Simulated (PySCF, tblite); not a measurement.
**CH₅GaO₃Zn, a small molecule taken as a stand-in for a surface group (gallium hydroxide): NMR shifts, core binding energies and electronic excitations**

Aim: the NMR shifts, core binding energies and electronic excitations of `[CH3][Zn][O][Ga]([OH])[OH]`.

Computed with tblite 0.8.0 and PySCF 2.14.0; each step states its level. No surroundings beyond the atoms listed, unless a continuum is named. Atoms count from 0, parts from 1.

## Step 1: Starting point

11 atoms, charge 0, multiplicity 1; geometry: distance geometry start.

## Step 2: Relaxing the cluster with GFN2-xTB

The job: settings as JSON, then the geometry in Å.

```
{"job": {"kind": "relax", "xc": "GFN2-xTB", "basis": "xTB"}, "charge": 0, "multiplicity": 1}
O     -1.751278    -1.208382     1.581131
Ga    -0.975156    -0.043043     2.820077
O     -1.999598     0.358031     4.312561
O      0.016009     1.382345     2.090646
Zn     0.329652     1.600419     0.527924
C      0.383348     1.684641    -1.141524
H     -1.822111    -1.062696     0.622635
H     -2.944853     0.168553     4.432953
H     -0.217423     2.481819    -1.442548
H      1.372843     1.848069    -1.457569
H      0.030595     0.829099    -1.587530
```

With the program's defaults for keys left out, this is: GFN2-xTB geometry optimisation, gas phase.

On the command line:

```console
OMP_NUM_THREADS=1 python cluster_run.py task.json out
```

This one command runs all jobs of the session in turn.

Output:

```text
step      E/eV     max force
  0    -507.31754    4.987
  1    -508.00140    3.594
  2    -508.52700    1.479
  3    -508.70490    1.457
  4    -508.80000    0.847
  5    -508.86387    0.528
  6    -508.89470    0.587
  7    -508.92676    0.557
  8    -508.93863    0.338
  9    -508.94860    0.329
 10    -508.95786    0.325
 11    -508.97084    0.395
 12    -508.98482    0.427
 13    -508.99915    0.369
 14    -509.01404    0.387
 15    -509.02804    0.367
 16    -509.04022    0.301
 17    -509.05041    0.404
 18    -509.05871    0.371
 19    -509.06702    0.325
 20    -509.07495    0.325
 21    -509.07965    0.425
 22    -509.07823    0.637
 23    -509.08731    0.266
 24    -509.08984    0.201
 25    -509.09493    0.154
 26    -509.09617    0.133
 27    -509.09852    0.094
 28    -509.09994    0.112
 29    -509.10263    0.187
 30    -509.10539    0.202
 31    -509.10780    0.125
 32    -509.10910    0.096
 33    -509.11009    0.087
 34    -509.11133    0.136
 35    -509.11288    0.144
 36    -509.11443    0.151
 37    -509.11520    0.262
 38    -509.11697    0.138
 39    -509.11831    0.107
 40    -509.11969    0.105
 41    -509.12036    0.078
 42    -509.12090    0.067
 43    -509.12164    0.077
 44    -509.12252    0.076
 45    -509.12344    0.102
 46    -509.12428    0.136
 47    -509.12547    0.150
 48    -509.12728    0.171
 49    -509.13004    0.176
 50    -509.13360    0.162
 51    -509.13774    0.165
 52    -509.14216    0.211
 53    -509.14792    0.614
 54    -509.15353    0.342
 55    -509.16606    0.246
 56    -509.18388    0.167
 57    -509.19378    0.330
 58    -509.19855    0.415
 59    -509.20675    0.603
 60    -509.21338    0.195
 61    -509.21680    0.234
 62    -509.22107    0.357
 63    -509.22494    0.251
 64    -509.23216    0.141
 65    -509.23560    0.116
 66    -509.23765    0.137
 67    -509.24054    0.149
 68    -509.24504    0.217
 69    -509.24936    0.331
 70    -509.25453    0.348
 71    -509.26003    0.275
 72    -509.26376    0.175
 73    -509.26715    0.223
 74    -509.27102    0.208
 75    -509.27560    0.228
 76    -509.27971    0.186
 77    -509.28230    0.192
 78    -509.28462    0.218
 79    -509.28642    0.123
 80    -509.28848    0.142
 81    -509.29106    0.181
 82    -509.29256    0.157
 83    -509.29448    0.152
 84    -509.29680    0.118
 85    -509.29971    0.194
 86    -509.30147    0.174
 87    -509.30425    0.126
 88    -509.30648    0.101
 89    -509.30787    0.111
 90    -509.30896    0.110
 91    -509.30942    0.056
 92    -509.30983    0.059
 93    -509.31033    0.081
 94    -509.31081    0.084
 95    -509.31154    0.053
 96    -509.31219    0.056
 97    -509.31274    0.055
 98    -509.31313    0.069
 99    -509.31369    0.065
100    -509.31466    0.078
101    -509.31594    0.097
102    -509.31727    0.108
103    -509.31892    0.111
104    -509.32043    0.101
105    -509.32165    0.103
106    -509.32263    0.167
107    -509.32392    0.088
108    -509.32470    0.091
109    -509.32541    0.116
110    -509.32582    0.102
111    -509.32718    0.086
112    -509.32880    0.102
113    -509.33172    0.118
114    -509.33359    0.237
115    -509.33351    0.426
116    -509.33884    0.134
117    -509.34102    0.196
118    -509.34389    0.231
119    -509.34933    0.150
120    -509.35369    0.302
121    -509.36170    0.317
122    -509.36864    0.336
123    -509.38126    0.310
124    -509.39129    0.435
125    -509.41005    0.489
126    -509.42213    0.663
127    -509.44799    0.602
128    -509.46591    0.372
129    -509.47951    0.620
130    -509.47380    0.642
131    -509.48887    0.360
132    -509.49017    0.425
133    -509.49669    0.215
134    -509.49834    0.190
135    -509.50116    0.165
136    -509.50519    0.316
137    -509.50723    0.164
138    -509.50870    0.103
139    -509.51024    0.113
140    -509.51212    0.184
141    -509.51361    0.211
142    -509.51561    0.163
143    -509.51782    0.151
144    -509.51971    0.116
145    -509.52083    0.159
146    -509.52150    0.125
147    -509.52213    0.089
148    -509.52340    0.108
149    -509.52485    0.116
150    -509.52709    0.160
151    -509.52922    0.108
152    -509.53036    0.049
153    -509.53072    0.075
154    -509.53097    0.064
155    -509.53115    0.042
156    -509.53133    0.027
157    -509.53148    0.024
158    -509.53160    0.022
159    -509.53171    0.022
160    -509.53180    0.025
161    -509.53188    0.026
162    -509.53193    0.024
163    -509.53197    0.020
164    -509.53199    0.014
165    -509.53201    0.012
166    -509.53204    0.017
167    -509.53208    0.021
168    -509.53213    0.022
169    -509.53219    0.017
170    -509.53223    0.013
171    -509.53226    0.011
172    -509.53228    0.013
173    -509.53229    0.011
174    -509.53231    0.012
175    -509.53232    0.014
176    -509.53233    0.013
177    -509.53234    0.010
178    -509.53235    0.010
179    -509.53237    0.011
180    -509.53240    0.016
181    -509.53245    0.017
182    -509.53250    0.016
183    -509.53254    0.021
184    -509.53258    0.022
185    -509.53263    0.023
186    -509.53271    0.026
187    -509.53279    0.020
188    -509.53284    0.009
189    -509.53285    0.002
```

Wall time 1.8 s (1 thread of Intel Xeon at 2.60GHz, shared host).

Relaxation path:

| step | energy from step 0 (eV) | largest force (eV/Å) |
| --- | --- | --- |
| 0 | 0.0000 | 4.9873 |
| 7 | -1.6092 | 0.5573 |
| 14 | -1.6965 | 0.3873 |
| 21 | -1.7621 | 0.4249 |
| 28 | -1.7824 | 0.1123 |
| 35 | -1.7953 | 0.1440 |
| 42 | -1.8034 | 0.0668 |
| 49 | -1.8125 | 0.1763 |
| 56 | -1.8663 | 0.1672 |
| 63 | -1.9074 | 0.2512 |
| 70 | -1.9370 | 0.3480 |
| 77 | -1.9648 | 0.1924 |
| 84 | -1.9793 | 0.1181 |
| 91 | -1.9919 | 0.0560 |
| 98 | -1.9956 | 0.0698 |
| 105 | -2.0041 | 0.1025 |
| 112 | -2.0113 | 0.1022 |
| 119 | -2.0318 | 0.1502 |
| 126 | -2.1046 | 0.6638 |
| 133 | -2.1791 | 0.2153 |
| 140 | -2.1946 | 0.1846 |
| 147 | -2.2046 | 0.0890 |
| 154 | -2.2134 | 0.0638 |
| 161 | -2.2143 | 0.0260 |
| 168 | -2.2146 | 0.0220 |
| 175 | -2.2148 | 0.0135 |
| 182 | -2.2150 | 0.0166 |
| 189 | -2.2153 | 0.0028 |

Distances of close pairs at the start and the end, largest changes first:

| bond | before (Å) | after (Å) | change (Å) |
| --- | --- | --- | --- |
| O2–Zn4 | 4.614 | 2.246 | -2.368 |
| Zn4–C5 | 1.672 | 1.988 | +0.316 |
| O3–Zn4 | 1.609 | 1.883 | +0.274 |
| Ga1–O3 | 1.883 | 1.708 | -0.175 |
| O0–Ga1 | 1.870 | 1.731 | -0.139 |
| C5–H10 | 1.027 | 1.083 | +0.055 |
| C5–H8 | 1.043 | 1.083 | +0.041 |
| Ga1–O2 | 1.854 | 1.821 | -0.033 |

## Step 3: Relaxing the molecule at PBE0-D3(BJ)/def2-SVP

The job: settings as JSON, then the geometry in Å.

```
{"job": {"xc": "PBE0", "basis": "def2-SVP", "d3": "d3bj", "grid": 2, "kind": "geom", "shake": 0.01}, "charge": 0, "multiplicity": 1}
O     -2.043953    -2.138206     2.160014
Ga    -1.212444    -1.266178     0.914295
O     -0.050811     0.035064     1.401840
O     -0.998547    -1.172917    -0.784022
Zn     0.244849     0.198721    -0.822704
C      1.473553     1.515821    -1.672504
H     -2.683103    -2.807039     1.962504
H      0.177992     0.307971     2.307482
H      0.993991     2.482440    -1.744119
H      2.368206     1.633393    -1.061584
H      1.762955     1.182430    -2.650904
```

Output:

```text
step   0  E = -3969.64758088  max force = 0.022584
step   1  E = -3969.65071508  max force = 0.009529
step   2  E = -3969.65169798  max force = 0.003288
step   3  E = -3969.65184047  max force = 0.001271
step   4  E = -3969.65186478  max force = 0.000770
step   5  E = -3969.65188342  max force = 0.000883
step   6  E = -3969.65189748  max force = 0.000741
step   7  E = -3969.65190977  max force = 0.000670
step   8  E = -3969.65191539  max force = 0.000481
step   9  E = -3969.65191828  max force = 0.000403
optimisation converged
```

Run time: 2.1 min. Hardware: 1 thread of Intel Xeon at 2.60GHz, shared host; peak memory 0.78 GiB.

The steps of the relaxation:

| step | energy from step 0 (eV) | largest force component (eV/Å) |
| --- | --- | --- |
| 0 | 0.0000 | 1.1613 |
| 1 | -0.0853 | 0.4900 |
| 2 | -0.1120 | 0.1691 |
| 3 | -0.1159 | 0.0654 |
| 4 | -0.1166 | 0.0396 |
| 5 | -0.1171 | 0.0454 |
| 6 | -0.1175 | 0.0381 |
| 7 | -0.1178 | 0.0345 |
| 8 | -0.1179 | 0.0247 |
| 9 | -0.1180 | 0.0207 |

Close pairs (by a distance rule), those that changed most:

| bond | before (Å) | after (Å) | change (Å) |
| --- | --- | --- | --- |
| O2–Zn4 | 2.250 | 2.304 | +0.054 |
| Zn4–C5 | 1.992 | 1.939 | -0.053 |
| O0–Ga1 | 1.733 | 1.768 | +0.035 |
| Ga1–O3 | 1.714 | 1.746 | +0.032 |
| C5–H10 | 1.073 | 1.101 | +0.028 |
| C5–H8 | 1.081 | 1.102 | +0.020 |
| O0–H6 | 0.946 | 0.963 | +0.017 |
| Ga1–O2 | 1.811 | 1.824 | +0.013 |

The next job starts from the end point, and lists it.

| at the end point | value |
| --- | --- |
| point group (found at 0.08 Å tolerance) | C1 |
| rotational constants (GHz, main isotopes) | 7.077, 0.852, 0.764 |
| dipole moment (D) | 1.87 |

## Step 4: NMR shieldings: PBE0/pcSseg-1

The job: settings as JSON, then the geometry in Å.

```
{"job": {"kind": "nmr", "xc": "PBE0", "basis": "pcSseg-1"}, "charge": 0, "multiplicity": 1}
O     -2.089413    -2.110102     2.249757
Ga    -1.221396    -1.242121     0.977517
O     -0.021424     0.070492     1.382509
O     -1.058165    -1.156372    -0.758860
Zn     0.225657     0.187128    -0.905624
C      1.475388     1.461878    -1.662640
H     -2.693888    -2.778627     1.909558
H      0.227843     0.367213     2.261826
H      1.017821     2.460464    -1.745679
H      2.370870     1.555428    -1.028514
H      1.799966     1.156032    -2.669222
```

Level: GIAO PBE0/pcSseg-1 NMR shielding, non-relativistic, gas phase.

Output:

```text
coarse grid: 47936 points
cycle   1  E = -3969.4611361763  dE = -3.204e-01  |g| = 1.926e+00  |ddm| = 3.454e+00
cycle   2  E = -3968.1707718758  dE =  1.290e+00  |g| = 3.405e+00  |ddm| = 2.856e+00
cycle   3  E = -3969.8710721982  dE = -1.700e+00  |g| = 5.766e-01  |ddm| = 2.215e+00
cycle   4  E = -3969.9288571368  dE = -5.778e-02  |g| = 2.066e-01  |ddm| = 4.446e-01
cycle   5  E = -3969.9354261679  dE = -6.569e-03  |g| = 5.711e-02  |ddm| = 1.152e-01
cycle   6  E = -3969.9357644452  dE = -3.383e-04  |g| = 1.542e-02  |ddm| = 3.168e-02
cycle   7  E = -3969.9357972181  dE = -3.277e-05  |g| = 5.324e-03  |ddm| = 1.148e-02
cycle   8  E = -3969.9358000791  dE = -2.861e-06  |g| = 1.723e-03  |ddm| = 2.841e-03
final grid: 98024 points
cycle   9  E = -3969.9358746005  dE =  7.620e-07  |g| = 2.750e-03  |ddm| = 2.703e-03
cycle  10  E = -3969.9358719065  dE =  2.694e-06  |g| = 4.809e-03  |ddm| = 4.263e-03
cycle  11  E = -3969.9358759065  dE = -4.000e-06  |g| = 6.738e-04  |ddm| = 2.813e-03
cycle  12  E = -3969.9358759848  dE = -7.835e-08  |g| = 7.830e-05  |ddm| = 4.149e-04
cycle  13  E = -3969.9358759857  dE = -9.049e-10  |g| = 1.919e-05  |ddm| = 5.136e-05
converged SCF energy = -3969.9358759857

GIAO shielding tensors (ppm)
atom      isotropic    diamagn.    paramagn.     s11        s22        s33       span
  0 O      304.161     389.844     -85.683    253.834    317.444    341.205     87.371
  1 Ga    1482.388    2643.939   -1161.551   1220.641   1367.502   1859.022    638.381
  2 O      287.640     396.036    -108.396    240.225    281.112    341.582    101.357
  3 O      242.668     398.534    -155.866    186.352    243.209    298.443    112.092
  4 Zn    1640.961    2523.947    -882.985   1267.424   1293.741   2361.718   1094.294
  5 C      204.379     248.039     -43.661    200.165    205.817    207.153      6.988
  6 H       29.449      29.821      -0.373     20.602     23.461     44.283     23.681
  7 H       29.351      31.887      -2.536     18.833     22.537     46.683     27.850
  8 H       31.624      29.157       2.467     25.826     28.380     40.665     14.838
  9 H       31.685      29.632       2.053     25.544     28.970     40.541     14.997
 10 H       31.631      28.440       3.190     25.563     28.165     41.164     15.600
```

Run time: 37 s. Hardware: 1 thread of Intel Xeon at 2.60GHz, shared host; peak memory 0.91 GiB.

Shifts follow as δ = σ(reference) − σ, with reference shieldings (ppm) from runs at the same level and on the same kind of geometry: $^{1}$H TMS 31.27, $^{13}$C TMS 184.4, $^{17}$O H2O 334.6, $^{71}$Ga GaH4- 1710. The references are single molecules in the gas phase, so shifts against H2O, NH3, PH3, H3PO4 or CFCl3 are not on the usual liquid scales and can be off by tens of ppm. Shifts against hydride references such as AlH4− lie on their own scale.

| atoms | environment | σ (ppm) | δ (ppm) |
| --- | --- | --- | --- |
| C5 | carbon bonded to Zn, 3 H | 204.4 | -20.0 |
| H7 | hydrogen on an oxygen bonded to Ga | 29.35 | 1.92 |
| H6 | hydrogen on an oxygen bonded to Ga | 29.45 | 1.82 |
| H8 | hydrogen on a carbon bonded to Zn | 31.62 | -0.36 |
| H10 | hydrogen on a carbon bonded to Zn | 31.63 | -0.36 |
| H9 | hydrogen on a carbon bonded to Zn | 31.68 | -0.42 |
| O3 | oxygen bonded to Ga, Zn | 242.7 | 91.9 |
| O2 | oxygen bonded to Ga, H | 287.6 | 46.9 |
| O0 | oxygen bonded to Ga, H | 304.2 | 30.4 |
| Ga1 |  | 1482 | 228 |
| Zn4 |  | 1641 | – |

The run also stored atomic charges by several schemes (e):

| atoms | Mulliken | IAO | Hirshfeld | ESP fit |
| --- | --- | --- | --- | --- |
| O0 | -0.61 | -0.75 | -0.36 | -0.76 |
| Ga1 | 1.15 | 1.10 | 0.60 | 1.13 |
| O2 | -0.70 | -0.84 | -0.35 | -0.90 |
| O3 | -0.83 | -1.04 | -0.48 | -0.86 |
| Zn4 | 0.79 | 1.33 | 0.48 | 0.92 |
| C5 | -0.64 | -0.94 | -0.27 | -1.04 |

Mayer bond orders: O0–Ga1 0.97, Ga1–O2 0.70, Ga1–O3 1.14, O3–Zn4 0.64, Zn4–C5 0.93.

Orbitals, density, ELF and potential are computed afterwards from the orbital file.

Frontier orbitals at PBE0/pcSseg-1, with the share of their density that lies nearest to each atom:

| orbital | energy (eV) | lies on |
| --- | --- | --- |
| HOMO | -7.66 | C5 39 %; Zn4 23 %; O3 10 % |
| LUMO | -1.04 | Ga1 31 %; O0, O3 about 16 % each; H6 11 % |

ELF in a plane through or near 8 of the atoms.

Ten even steps from '0' (0.00) to '9' (0.98):
```
0000000000000000000000000000
0000000000000000000000000000
0000000000000000000000000000
0000000000000003300000000000
0000000000000058850000000000
0000000000000069960000000000
0000000342000378840001000000
0000002786100583751046530000
0000003786420286821278840000
0000002645711034143275830000
0000015642536511266176860000
0000038977344536243158982000
0000049985324176721127982000
0000029941211286861001530000
0000002300000278851000000000
0000000000000035420000000000
0000000000000001100000000000
0000000000000000000000000000
0000000000000000000000000000
0000000000000000000000000000
```
The map spans 13.7 Å across and 9.4 Å up, centred on the molecule. Atoms in the plane (x, y in Å): O0 (3.7, 0.1), Ga1 (2.0, -0.2), O2 (0.8, 1.1), O3 (0.8, -1.5), Zn4 (-0.8, -0.6), C5 (-2.7, -0.1), H6 (4.3, -0.7), H7 (1.0, 2.1).

On the surface of density 0.002 e/bohr³ the electrostatic potential runs, from the 1st to the 99th percentile, from -1.96 V near O3 to 2.40 V near Ga1.

(Part 1 of 2 ends here.)
